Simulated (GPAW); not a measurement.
**CsLiCr2Te2S3 in GPAW: the effect of functional**

Crystal: CsLiCr2Te2S3.

```
CELL_PARAMETERS angstrom
3.42162 -5.18069 0.00784
3.42162 5.18069 0.00784
-2.90411 0.00000 7.43093
ATOMIC_POSITIONS crystal
Cs 0.09374 0.09374 0.00853
Li 0.58875 0.58875 0.55336
Cr 0.05646 0.46755 0.55790
Cr 0.46755 0.05646 0.55790
Te 0.56486 0.87357 0.29035
Te 0.87357 0.56486 0.29035
S 0.81151 0.39697 0.73347
S 0.39697 0.81151 0.73347
S 0.21404 0.21404 0.48371
```

The cell was built by a generator and needn't be a form met in nature.

Alike in all runs:

```yaml
Program: GPAW 26.7.0
Task: band structure
Cutoff: 800 eV
Basis: pw
k_mesh: 4 × 4 × 3
Occupations: fermi-dirac, width 0.05 eV
Spin: collinear spin, ferromagnetic start
Starting_moments: "[0.0, 0.0, 3.0, 3.0, 0.0, 0.0, 0.0, 0.0, 0.0] μB"
```

| functional | potentials or basis | pressure (GPa) | moment (μB) | largest force (eV/Å) |
| --- | --- | --- | --- | --- |
| SCAN | GPAW PAW data sets (gpaw-data 1.2.1) | 0.0 | 4.04 | 0.25 |
| TPSS | GPAW PAW data sets (gpaw-data 1.2.1) | 0.4 | 4.03 | 0.24 |
| RPBE | the program's PAW data sets (release 1.2.1) made for this functional | 2.1 | 4.02 | 0.32 |
| revPBE | the program's PAW data sets (release 1.2.1) made for this functional | 1.6 | 4.02 | 0.26 |
| LDA | the program's PAW data sets (release 1.2.1) made for this functional | -3.9 | 4.01 | 0.55 |
| PBEsol | PAW data sets generated in the run's folder for this functional | -1.9 | 4.02 | 0.22 |
| AM05 | PAW data sets generated in the run's folder for this functional | -1.4 | 4.01 | 0.26 |
| PW91 | PAW data sets generated in the run's folder for this functional | ? | ? | ? |
| r2SCAN | GPAW PAW data sets (gpaw-data 1.2.1) | 0.4 | 4.05 | 0.16 |

Q: What does the run with functional PW91 give?

A: Pressure 0.0 GPa; moment 4.02 μB; largest force 0.11 eV/Å.

Caveats: only a ferromagnetic start was run, and an antiferromagnetic order may lie lower in energy; the PAW data sets were made with another functional, which shifts forces and pressure a little (some runs).

Runs at the PBE level aren't shown here.
